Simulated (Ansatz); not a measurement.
## InP, space group F-43m: a dielectric-dependent hybrid calculation, step by step

Computed with Ansatz's Python interface.

`inp.xyz`
```text
2
Lattice="0.0 2.9305 2.9305 2.9305 0.0 2.9305 2.9305 2.9305 0.0" Properties=species:S:1:pos:R:3 pbc="T T T"
In    0.00000000    0.00000000    0.00000000
P     1.46525000    1.46525000    1.46525000
```

Interactive session:
```pycon
>>> import ansatz as az
>>> import numpy as np
>>> def count_gap(report):
...     # lowest empty less highest filled band, counting bands; zero where they overlap
...     return max(report.get("gap_by_band_count_ev") or 0.0, 0.0)
...
>>> cell = az.Crystal.from_extxyz("inp.xyz")
>>> cell.resolved().sites[-1]
Site(symbol='P', position=(0.25, 0.25, 0.25), moment=None, axis=None, held=None, saved=None)
>>> setup = (
...     cell.calculation()
...     .kpoints(mesh=(4, 4, 4))
...     .occupations("fixed")
...     .band_table()
... )
>>> semilocal = setup.functional("pbe").run(threads=1, backend="cpu").report
DeckWarning: basis.ecutwfc = 420 eV, auto-derived from the records' recommended cutoffs: set by In (normal level)
>>> hybrid = setup.functional(exchange="pbe", correlation="pbe", exact_fraction="inverse_dielectric").run(threads=1, backend="cpu").report
>>> alpha = hybrid["hybrid"]["exact_exchange_fraction"]
>>> print(f"fraction of exact exchange {alpha:.4f}, so eps_inf = {1 / alpha:.2f}")
fraction of exact exchange 0.0917, so eps_inf = 10.91
>>> print(f"gap by band count: {count_gap(semilocal):.3f} eV semilocal, {count_gap(hybrid):.3f} eV hybrid")
gap by band count: 0.702 eV semilocal, 1.235 eV hybrid
```

The fraction is 0.0917, one over a mean dielectric constant (a third of the trace) of 10.91. It opens the gap from 0.702 to 1.235 eV, by 0.53 eV.

What to keep in mind:
- The k-point mesh is coarse, and energy and stress weren't tested for convergence.
- Of the deposited cell: the entry's cell lengths or inner coordinates differ somewhat from later room-temperature determinations.
- The structure is a deposited one; some such entries were measured under pressure or heat, so a shift against it needn't be the functional's error alone.
- Gaps and levels are Kohn-Sham values on a finite set of k-points, without spin-orbit coupling.
- Warnings are shown shortened and without file and line.
- The gaps are those of a coarse mesh; the run finds the dielectric constant of the semilocal functional on meshes of its own.
- It ran for 19 s on 1 thread of Intel(R) Xeon(R) Processor @ 2.30GHz (shared host), peak memory 0.93 GiB.
